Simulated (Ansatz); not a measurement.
# The indium atom: small, medium and large basis sets

An exercise on one series of results from a longer session: the logs are not shown, and one member is left open.

Program: Ansatz 0.2.0, Gaussian basis. Level of theory: one geometry, several basis sets. These are calculated values, not measurements.

The runs, in order: PBE0/def2-SVP; ωB97M-V/def2-SVP; PBE0/def2-QZVPP; ωB97M-V/def2-QZVPP; the functionals' def2-TZVPP values are taken from earlier runs.

## The atom

SMILES `[In]`, 1 atom, charge 0, spin multiplicity 2.

In takes the def2 core potential; no spin-orbit term is included.

Set-up of the first run:

Input file in.yaml:

```yaml
crystal:
  periodic: [false, false, false]
  atoms:
    - {symbol: In, position_ang: [0.000000, 0.000000, 0.000000]}
basis:
  gaussian: {orbitals: def2-SVP}
magnetization: {spin_polarized: true, initial_magnetization: 1}
hamiltonian: {xc: pbe0}
output: {orbitals: {seedname: orbitals}}
```

Among the steps run: PBE0 in def2-SVP; ωB97M-V in def2-SVP; PBE0 in def2-QZVPP; ωB97M-V in def2-QZVPP.

One of the session's tables, all rows but one given; the rest of the session is left out.

It belongs to the step «Functionals by basis». 

```
functional       basis  HOMO (eV)  LUMO (eV)
      PBE0    def2-SVP      -3.56      -1.87
      PBE0  def2-TZVPP      -3.58      -1.91
      PBE0  def2-QZVPP      -3.59      -1.91
   ωB97M-V    def2-SVP          ?          ?
   ωB97M-V  def2-TZVPP      -5.26      -0.29
   ωB97M-V  def2-QZVPP      -5.28      -0.33
```

Estimate the missing values for ωB97M-V, def2-SVP.

As computed: HOMO (eV): -5.22; LUMO (eV): -0.15. In the column «HOMO (eV)» it lies between ωB97M-V, def2-TZVPP (-5.26) and PBE0, def2-QZVPP (-3.59).
